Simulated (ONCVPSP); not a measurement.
# Si: the cost of one run

The numbers are computed with ONCVPSP 4.0.1.1 (patched build) (PBEsol, scalar-relativistic, spin-unpolarised reference atom).

### 1 The atom and the settings

Typed settings, in words:

```json
{"element": "silicon (Si, Z = 14)", "type": "optimised norm-conserving Vanderbilt (ONCV)", "frozen core": "[He]", "valence charge": "12", "reference configuration": "2s2 2p6 3s2 3p2", "partial waves": "2s+3s: rc 0.80 bohr, ncon 4, nbas 9, qcut 17 1/bohr, 2 projectors; 2p+3p: rc 1.00 bohr, ncon 5, nbas 8, qcut 11.9 1/bohr, 2 projectors; d scattering state at 0.1 Ha: rc 0.90 bohr, ncon 3, nbas 6, qcut 10.7 1/bohr, 2 projectors, debl 1.8 Ha", "local potential": "polynomial inside 0.60 bohr (lpopt 3, dvloc0 2 Ha)", "core correction": "not asked for"}
```

The nodes and maxima of the atom's own shells, from an earlier all-electron run, set the scale for the radii.

All-electron outer shells of the reference configuration (PBEsol, scalar-relativistic, ld1.x):

| shell | level (eV) | outermost node (bohr) | outermost maximum (bohr) |
| --- | --- | --- | --- |
| 1s | -1782.33 | – | 0.07 |
| 2s | -139.13 | 0.15 | 0.45 |
| 2p | -95.42 | – | 0.39 |
| 3s | -10.77 | 0.72 | 1.80 |
| 3p | -4.06 | 0.72 | 2.17 |

### 2 Generation

Si.dat

```
# ATOM AND REFERENCE CONFIGURATION
# atsym  z   nc   nv     iexc    psfile
  Si 14.00    1    4  -116133      upf
#
#   n    l    f
    1    0    2.00
    2    0    2.00
    2    1    6.00
    3    0    2.00
    3    1    2.00
#
# PSEUDOPOTENTIAL AND OPTIMIZATION
# lmax
    2
#
#   l,   rc,      ep,       ncon, nbas, qcut
    0    0.80    0.00    4    9   17.00
    1    1.00    0.00    5    8   11.90
    2    0.90    0.10    3    6   10.70
#
# LOCAL POTENTIAL
# lloc, lpopt,  rc(5),   dvloc0
    4    3    0.60    2.00
#
# VANDERBILT-KLEINMAN-BYLANDER PROJECTORs
# l, nproj, debl
    0    2    0.70
    1    2    1.70
    2    2    1.80
#
# MODEL CORE CHARGE
# icmod, fcfact, rcfact
    0    0.00    0.00
#
# LOG DERIVATIVE ANALYSIS
# epsh1, epsh2, depsh
   -7.00    5.00    0.04
#
# OUTPUT GRID
# rlmax, drl
    6.00    0.01
#
# TEST CONFIGURATIONS
# ncnf
    4
# nvcnf
#   n    l    f
    4
    2    0    2.00
    2    1    6.00
    3    0    2.00
    3    1    1.00
#
    4
    2    0    2.00
    2    1    6.00
    3    0    2.00
    3    1    0.00
#
    4
    2    0    2.00
    2    1    6.00
    3    0    1.00
    3    1    0.00
#
    4
    2    0    2.00
    2    1    6.00
    3    0    0.00
    3    1    0.00
#
```

Started as:

```
oncvpsp.x < Si.dat > Si.out
```

**Question.** How long does this run take on 1 thread of Neoverse-N1, shared host?

About 5.4 s.
